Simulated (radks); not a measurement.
# N in [He] 2s2 2p3: an all-electron calculation

The task here is to estimate one member of a computed series from the others.

The numbers are computed with radks (a radial shooting solver on a logarithmic mesh, Libxc functionals) version 1 (Dirac Kohn-Sham, LDA (Slater exchange, Perdew-Zunger correlation), spin-unpolarised, spherical densities, point nucleus; open shells fill j = l - 1/2 first), except any that are marked as measured or tabulated.

## The system

```
element       : nitrogen (Z = 7)
charge        : 0
electrons     : 7
configuration : [He] 2s2 2p3
```

The first run:

Settings of this run:

```text
Z 7
configuration [He] 2s2 2p3 3s0 3p0
relativity Dirac
functional lda,pz
spin unpolarised
j_filling energy
nucleus point
c 137.035999084
```

Steps of the session up to this table: Self-consistent calculation.

One of the session's tables, all rows but one given; the rest of the session is left out.

It belongs to the step «Orbitals and density». Radial density 4πr²ρ:

```
r (bohr)  4πr²ρ (e/bohr)
 0.00941          0.2004
  0.0140          0.4176
  0.0209          0.8431
  0.0315           1.644
  0.0470           2.948
  0.0706           4.801
   0.105           6.631
   0.158               ?
   0.236           5.845
   0.353           3.314
   0.530           2.319
   0.791           3.141
    1.19           3.204
    1.78           1.794
    2.67          0.5097
    3.98         0.07088
    5.94        0.003808
```

Estimate the missing values for r (bohr) = 0.158.

Worked estimate for «4πr²ρ (e/bohr)». A straight line through the neighbours (0.105, 6.631) and (0.236, 5.845) gives 6.631 + (5.845 − 6.631) × (0.158 − 0.105) / (0.236 − 0.105) = 6.313; a parabola fitted to 4 rows on both sides gives 6.469.

**Answer.** 4πr²ρ (e/bohr): 7.310. In «4πr²ρ (e/bohr)» the line misses by -0.997 and the parabola by -0.841. Between these rows the values bend or scatter more than so simple an estimate can follow.

Caveats from the session: Spin polarisation and multiplet splitting are left out.
